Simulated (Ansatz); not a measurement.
**ClFGaHSe: up Jacob's ladder to CCSD(T)**

One table from this session's results is given with a row withheld; the runs are named, their logs left out.

Program: Ansatz 0.2.0, Gaussian basis. Level of theory: functionals in def2-TZVPP, the program's frozen cores in correlated methods. These are calculated values, not measurements.

Plan: LDA (SPW92), PBE-D4, revPBE-D4, BLYP-D4, r2SCAN-D4, B97M-V, PBE0-D4, B3LYP-D4, r2SCANh-D4, r2SCAN0-D4, HSE06-D4, BHLYP-D4, CAM-B3LYP-D4, LC-ωPBE, ωB97X-V, ωB97M-V, B2PLYP, PBE-QIDH; CCSD(T)/def2-SVP; CCSD(T)/def2-TZVPP; MP2/def2-QZVPP; extrapolation to the limit; RPA on PBE.

### Structure used throughout

The geometry comes from an earlier relaxation with PBE0-D4 in a triple-zeta def2 set; it is a stationary point.

SMILES `[F][Ga]([Cl])[SeH]`, 5 atoms, charge 0, spin multiplicity 1.

Atoms are counted from 1 here; the program's logs count them from 0.

Bond lengths: F1–Ga2 1.742 Å, Ga2–Cl3 2.121 Å, Ga2–Se4 2.293 Å, Se4–H5 1.470 Å. Angles: F1–Ga2–Cl3 116.2°, F1–Ga2–Se4 118.4°, Cl3–Ga2–Se4 125.4°, Ga2–Se4–H5 90.4°.

Set-up of the first run:

Input file in.yaml:

```yaml
crystal:
  periodic: [false, false, false]
  atoms:
    - {symbol: F, position_ang: [-0.629867, -1.717362, 1.391217]}
    - {symbol: Ga, position_ang: [0.060254, -0.463724, 0.397761]}
    - {symbol: Cl, position_ang: [2.162144, -0.214647, 0.532078]}
    - {symbol: Se, position_ang: [-1.341893, 0.770767, -0.931988]}
    - {symbol: H, position_ang: [-0.200638, 1.551268, -1.430468]}
basis:
  gaussian: {orbitals: def2-TZVPP}
hamiltonian: {xc: lda}
output: {orbitals: {seedname: orbitals}}
```

The run is started by

```sh
ansatz run in.yaml --threads 4 --pin off --events-out ev --progress --plain --max-ram 10444MiB
```

Steps of the session up to this table: LDA; PBE-D4 (GGA); revPBE-D4 (GGA); BLYP-D4 (GGA); r2SCAN-D4 (meta-GGA); B97M-V (meta-GGA); B3LYP-D4 (hybrid); r2SCANh-D4 (hybrid); r2SCAN0-D4 (hybrid); HSE06-D4 (hybrid); BHLYP-D4 (hybrid); CAM-B3LYP-D4 (range-separated); LC-ωPBE (range-separated); ωB97X-V (range-separated); ωB97M-V (range-separated); B2PLYP (double hybrid); PBE-QIDH (double hybrid).

One table of the session follows, with a row left open; its other results are not shown here.

It belongs to the step «Orbital energies across the functionals». 

```
  functional  HOMO (eV)  LUMO (eV)  gap (eV)
 LDA (SPW92)      -7.05      -2.93      4.12
      PBE-D4      -6.87      -2.60      4.27
   revPBE-D4      -6.81      -2.47      4.34
     BLYP-D4      -6.70      -2.56      4.14
   r2SCAN-D4      -7.18      -2.34      4.84
      B97M-V      -7.20      -2.36      4.84
     PBE0-D4      -8.04      -1.69      6.35
    B3LYP-D4      -7.80      -2.02      5.78
  r2SCANh-D4      -7.61      -2.02      5.58
  r2SCAN0-D4          ?          ?         ?
    HSE06-D4      -7.65      -2.06      5.59
    BHLYP-D4      -9.04      -0.80      8.24
CAM-B3LYP-D4      -9.32      -0.75      8.57
     LC-ωPBE     -10.68       0.54     11.22
     ωB97X-V     -10.33       0.40     10.72
     ωB97M-V     -10.18       0.21     10.39
```

Estimate the missing values for r2SCAN0-D4.

Worked estimate for «HOMO (eV)». Against the share of exact exchange, r2SCAN-D4 (0, -7.18), r2SCANh-D4 (0.1, -7.61) give a slope of -4.30 per unit share; at 0.25 the line stands at -8.25.

The run gave: HOMO (eV): -8.24; LUMO (eV): -1.54; gap (eV): 6.70. In «HOMO (eV)» the line misses by -0.01.
